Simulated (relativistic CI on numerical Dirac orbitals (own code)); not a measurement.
# Kr²⁺: one ion under different settings

How much do the settings matter for Kr²⁺? One ion, several inputs.

Method: Dirac-Coulomb-Breit CI, KLI orbitals optimised for each configuration, model QED (radiative potential, 1s self-energy scaled to tabulated hydrogen-like ionisation energies), numerical settings as typed. Code: relativistic CI on numerical Dirac orbitals (own code) version 3.

## (1) What is computed

| Quantity | Value |
| --- | --- |
| ion | Kr²⁺ (Kr III) |
| nuclear charge | 36 |
| electrons | 34 |
| isotope | A = 84 |

## (2) The usual input

Settings of the run:

```ini
atom Kr  Z=36  charge=2  electrons=34
nucleus A=84  rms_radius_fm=4.1884
hamiltonian dirac-coulomb  breit=on  qed=on  c_scale=1
orbitals kli  potential=per-configuration
slater_scale 1
correlation none
mixing on
grid step=0.0125 r_max=49.7
scf mixing=0.4 start=green max_iterations=150 tolerance=2e-08 node_fill=0.05
configurations
  [Ar] 3d10 4s2 4p4
  [Ar] 3d10 4s 4p5
  [Ar] 3d10 4s2 4p3 4d
end
```

The run is started by

```sh
python run_levels.py task.json out
```

The settings of every run stand in task.json; they run in order.

## (3) Tolerance 1e-06

Settings: those of step 2 with these lines changed.

```diff
@@ -8,3 +8,3 @@
 grid step=0.0125 r_max=49.7
-scf mixing=0.4 start=green max_iterations=150 tolerance=2e-08 node_fill=0.05
+scf mixing=0.4 start=green max_iterations=150 tolerance=1e-06 node_fill=0.05
 configurations
```

## (4) QED terms off, grid step 0.006, end of the grid 24.85

Settings of the run:

```ini
atom Kr  Z=36  charge=2  electrons=34
nucleus A=84  rms_radius_fm=4.1884
hamiltonian dirac-coulomb  breit=on  qed=off  c_scale=1
orbitals kli  potential=per-configuration
slater_scale 1
correlation none
mixing on
grid step=0.006 r_max=24.85
scf mixing=0.4 start=green max_iterations=150 tolerance=2e-08 node_fill=0.05
configurations
  [Ar] 3d10 4s2 4p4
  [Ar] 3d10 4s 4p5
  [Ar] 3d10 4s2 4p3 4d
end
```

## (5) Iteration limit 20

Settings of the run:

```ini
atom Kr  Z=36  charge=2  electrons=34
nucleus A=84  rms_radius_fm=4.1884
hamiltonian dirac-coulomb  breit=on  qed=on  c_scale=1
orbitals kli  potential=per-configuration
slater_scale 1
correlation none
mixing on
grid step=0.0125 r_max=49.7
scf mixing=0.4 start=green max_iterations=20 tolerance=2e-08 node_fill=0.05
configurations
  [Ar] 3d10 4s2 4p4
  [Ar] 3d10 4s 4p5
  [Ar] 3d10 4s2 4p3 4d
end
```

## (6) End of the grid 74.55, node fill 0.5, speed-of-light factor 1.25

Settings of the run:

```ini
atom Kr  Z=36  charge=2  electrons=34
nucleus A=84  rms_radius_fm=4.1884
hamiltonian dirac-coulomb  breit=on  qed=on  c_scale=1.25
orbitals kli  potential=per-configuration
slater_scale 1
correlation none
mixing on
grid step=0.0125 r_max=74.55
scf mixing=0.4 start=green max_iterations=150 tolerance=2e-08 node_fill=0.5
configurations
  [Ar] 3d10 4s2 4p4
  [Ar] 3d10 4s 4p5
  [Ar] 3d10 4s2 4p3 4d
end
```

## (7) Potential mixing 2.5

Settings of the run:

```ini
atom Kr  Z=36  charge=2  electrons=34
nucleus A=84  rms_radius_fm=4.1884
hamiltonian dirac-coulomb  breit=on  qed=on  c_scale=1
orbitals kli  potential=per-configuration
slater_scale 1
correlation none
mixing on
grid step=0.0125 r_max=49.7
scf mixing=2.5 start=green max_iterations=57 tolerance=2e-08 node_fill=0.05
configurations
  [Ar] 3d10 4s2 4p4
  [Ar] 3d10 4s 4p5
  [Ar] 3d10 4s2 4p3 4d
end
```

## (8) Speed-of-light factor 0.4

Settings of the run:

```ini
atom Kr  Z=36  charge=2  electrons=34
nucleus A=84  rms_radius_fm=4.1884
hamiltonian dirac-coulomb  breit=on  qed=on  c_scale=0.4
orbitals kli  potential=per-configuration
slater_scale 1
correlation none
mixing on
grid step=0.0125 r_max=49.7
scf mixing=0.4 start=green max_iterations=68 tolerance=2e-08 node_fill=0.05
configurations
  [Ar] 3d10 4s2 4p4
  [Ar] 3d10 4s 4p5
  [Ar] 3d10 4s2 4p3 4d
end
```

(Steps that only read results are left out.)

Q: Predict the outcome of this session. Wanted: lowest level, usual settings; total energy; first excitation.

As calculated:

| setting | total energy less usual (Ha) | largest shift of a level among the lowest eight of both runs, same label and place (cm⁻¹) | SCF iterations | time | lowest level | kind of change |
| --- | --- | --- | --- | --- | --- | --- |
| usual | 0 | 0 | 33 | 0.32 s | 4p4 3P2 | - |
| tolerance 1e-06 | 0 | 0.0141 | 30 | 0.26 s | 4p4 3P2 | numerical |
| QED terms off, grid step 0.006, end of the grid 24.85 | -0.956 | 143 | 33 | 0.41 s | 4p4 3P2 | model term |
| iteration limit 20 | 0 | 0 | 33 | 0.28 s | 4p4 3P2 | numerical |
| end of the grid 74.55, node fill 0.5, speed-of-light factor 1.25 | 13 | 3780 | 33 | 0.27 s | 4p4 3P2 | unphysical constant |
| potential mixing 2.5 | 0 | 0 | 54 | 0.36 s | 4p4 3P2 | extreme, harmless here |
| speed-of-light factor 0.4 | -238 | 71300 | 33 | 0.27 s | 4p4 [4p3/2^2] J=2 | unsound |

| quantity | value |
| --- | --- |
| lowest level, usual settings | 4p4 3P2 |
| total energy | -2785.1351 Ha |
| first excitation | 4476.0 cm⁻¹ |

**Reading.** Among the runs whose levels can be followed, they move most under «speed-of-light factor 0.4» (unsound), by up to 71300 cm⁻¹. No visible change in the result comes from «tolerance 1e-06» or «iteration limit 20» or «potential mixing 2.5». «Potential mixing 2.5» costs 54 SCF iterations against 33. Only the listed configurations are in the model. In a near-neutral ion this small CI can misplace whole configurations by 10,000 cm⁻¹ or more.
